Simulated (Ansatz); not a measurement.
# C3H10Si2: how energies converge with the basis set

Aim: see how fast density functionals converge with the basis set for C3H10Si2.

Computed with Ansatz 0.2.0, Gaussian basis. Level: one geometry, several basis sets.

Levels to be run: PBE0-D4/def2-SVP; ωB97M-V/def2-SVP; PBE0-D4/def2-QZVPP; ωB97M-V/def2-QZVPP; the functionals' def2-TZVPP values are taken from earlier runs.

### Step 1. Structure used throughout

An earlier PBE0-D4 in a triple-zeta def2 set relaxation fixed the geometry.

SMILES `[SiH3]CC1C[SiH2]1`, 15 atoms, charge 0, spin multiplicity 1.

Atoms are counted from 1 here; the program's logs count them from 0.

Bond lengths: Si1–C2 1.883 Å, Si1–H6 1.489 Å, Si1–H7 1.489 Å, Si1–H8 1.488 Å, C2–C3 1.514 Å, C2–H9 1.096 Å, C2–H10 1.095 Å, C3–C4 1.543 Å, C3–Si5 1.857 Å, C3–H11 1.089 Å, C4–Si5 1.849 Å, C4–H12 1.087 Å, C4–H13 1.085 Å, Si5–H14 1.479 Å, Si5–H15 1.479 Å. Angles: C2–Si1–H6 109.6°, C2–Si1–H7 111.1°, C2–Si1–H8 110.9°, H6–Si1–H7 108.5°, H6–Si1–H8 108.2°, H7–Si1–H8 108.3°, Si1–C2–C3 112.2°, Si1–C2–H9 108.5°, Si1–C2–H10 108.7°, C3–C2–H9 110.6°, C3–C2–H10 110.7°, H9–C2–H10 106.0°, C2–C3–C4 117.9°, C2–C3–Si5 123.2°, C2–C3–H11 113.6°, C4–C3–Si5 65.1°, C4–C3–H11 113.1°, Si5–C3–H11 115.1° and more.

Coordinates:

```
Si   -1.7148    0.7922    1.2337
C    -0.4162    0.9827   -0.1165
C     0.7433    0.0258    0.0661
C     0.5156   -1.4588   -0.2871
Si    1.7700   -0.6073   -1.3460
H    -1.0879    1.0148    2.5659
H    -2.8181    1.7774    1.0590
H    -2.3015   -0.5750    1.2176
H    -0.8984    0.8229   -1.0878
H    -0.0650    2.0197   -0.1218
H     1.2805    0.1644    1.0029
H    -0.4516   -1.6918   -0.7241
H     0.8299   -2.1944    0.4460
H     3.2073   -0.8992   -1.1572
H     1.3850   -0.2242   -2.7214
```

### Step 2. PBE0-D4 in def2-SVP

in.yaml reads:

```yaml
crystal:
  periodic: [false, false, false]
  atoms:
    - {symbol: Si, position_ang: [-1.714762, 0.792181, 1.233747]}
    - {symbol: C, position_ang: [-0.416175, 0.982658, -0.116485]}
    - {symbol: C, position_ang: [0.743331, 0.025812, 0.066120]}
    - {symbol: C, position_ang: [0.515587, -1.458803, -0.287118]}
    - {symbol: Si, position_ang: [1.770016, -0.607345, -1.346042]}
    - {symbol: H, position_ang: [-1.087856, 1.014827, 2.565941]}
    - {symbol: H, position_ang: [-2.818066, 1.777408, 1.059000]}
    - {symbol: H, position_ang: [-2.301546, -0.574967, 1.217576]}
    - {symbol: H, position_ang: [-0.898406, 0.822925, -1.087805]}
    - {symbol: H, position_ang: [-0.065020, 2.019748, -0.121769]}
    - {symbol: H, position_ang: [1.280495, 0.164355, 1.002909]}
    - {symbol: H, position_ang: [-0.451574, -1.691779, -0.724144]}
    - {symbol: H, position_ang: [0.829862, -2.194377, 0.445980]}
    - {symbol: H, position_ang: [3.207252, -0.899208, -1.157180]}
    - {symbol: H, position_ang: [1.384962, -0.224234, -2.721430]}
basis:
  gaussian: {orbitals: def2-SVP}
hamiltonian: {xc: pbe0, dispersion: d4}
output: {orbitals: {seedname: orbitals}}
```

The runs that follow: ωB97M-V in def2-SVP; PBE0-D4 in def2-QZVPP; ωB97M-V in def2-QZVPP.

Before running them: what should the planned runs give, taken together? Wanted: PBE0-D4: double and triple zeta above quadruple; ωB97M-V: double and triple zeta above quadruple.

As calculated:

```
                                       quantity          value
PBE0-D4: double and triple zeta above quadruple  9.73, 0.72 eV
ωB97M-V: double and triple zeta above quadruple  9.95, 0.67 eV
```

What this shows: PBE0-D4 gains 9.01 eV from double to triple zeta, then 0.72 eV more. These are total energies; as a rule much of such shifts cancels in differences, which this series doesn't test. The LUMO of ωB97M-V is positive and keeps falling with the basis (2.50 to 1.39 eV): an unbound level that the basis holds in place.
